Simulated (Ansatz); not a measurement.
## CH4NOSb, SMILES O=C[NH][SbH2]: a rigid scan of one bond length, step by step

Program: Ansatz's Python interface.

Run as a notebook:

```python
import ansatz
from ase import Atoms
import matplotlib.pyplot as plt
import numpy as np
```

```python
atoms = Atoms(['O', 'C', 'N', 'Sb', 'H', 'H', 'H', 'H'], positions=[
    (-0.3865, 1.6934, -1.0666),
    (0.4536, 1.3582, -0.2754),
    (0.2781, 0.1438, 0.4378),
    (-1.3044, -1.0693, 0.2241),
    (1.3441, 1.9606, -0.1525),
    (1.0611, -0.1405, 1.1115),
    (-0.8185, -1.5988, -1.363),
    (-0.5353, -2.4046, 1.0282),
])
geometry = ansatz.Crystal.molecule_from_ase(atoms)
```

```python
symbols = [site.symbol for site in geometry.cartesian_sites]
start = np.array([site.position_ang for site in geometry.cartesian_sites])
axis = (start[4] - start[1]) / np.linalg.norm(start[4] - start[1])
moving = [4]
lengths, energies = [0.952, 0.996, 1.039, 1.082, 1.125, 1.169, 1.212, 1.277], []
for length in lengths:
    xyz = start.copy()
    xyz[moving] += (length - np.linalg.norm(start[4] - start[1])) * axis
    point = ansatz.Crystal.molecule()
    for symbol, place in zip(symbols, xyz):
        point = point.atom(symbol, place.tolist())
    job = (
        point.calculation()
        .basis(gaussian='def2-SVP')  # atom-centred Gaussian functions
        .functional('R2SCAN0')
    )
    data = job.run().report
    energies.append(data['free_energy_ev'])
    print(f'r = {length:6.3f} A  E = {energies[-1]:.5f} eV  <S^2> = {abs(data["mean_field"]["state"]["spin_squared"]):.3f}')
```

    r =  0.952 A  E = -11170.53905 eV  <S^2> = 0.000
    r =  0.996 A  E = -11170.82413 eV  <S^2> = 0.000
    r =  1.039 A  E = -11170.98829 eV  <S^2> = 0.000
    r =  1.082 A  E = -11171.06353 eV  <S^2> = 0.000
    r =  1.125 A  E = -11171.06914 eV  <S^2> = 0.000
    r =  1.169 A  E = -11171.01889 eV  <S^2> = 0.000
    r =  1.212 A  E = -11170.92773 eV  <S^2> = 0.000
    r =  1.277 A  E = -11170.73262 eV  <S^2> = 0.000

```python
# quartic fit about the minimum
fit = np.polynomial.Polynomial.fit(lengths, np.array(energies) - min(energies), 4).convert()
roots = [r.real for r in fit.deriv().roots() if abs(r.imag) < 1e-9 and fit.deriv(2)(r.real) > 0]
r_e = min(roots, key=lambda r: abs(r - lengths[int(np.argmin(energies))]))
print(f'minimum of the fit at {r_e:.4f} A, force constant {fit.deriv(2)(r_e):.2f} eV/A^2')
plt.figure(figsize=(4.5, 3))
plt.plot(lengths, np.array(energies) - min(energies), 'o-')
plt.xlabel('bond length (A)')
plt.ylabel('E - E(min) (eV)')
plt.tight_layout()
plt.savefig('scan.png', dpi=100)
```

    minimum of the fit at 1.1068 A, force constant 32.47 eV/A^2

Caveats:
- Total energies depend on the basis set; only differences at equal settings carry meaning.
- The rest of the molecule is held rigid at a force-field or estimated start geometry, and the basis set is modest; single-reference methods fail as a bond breaks.
- def2 sets replace the cores of elements past krypton by effective core potentials.
- The orbitals are restricted, so S² is zero by construction.
- Hardware and time: 34 s on 1 thread of Arm Neoverse V2, with other jobs on the host, peak memory 0.3 GiB.
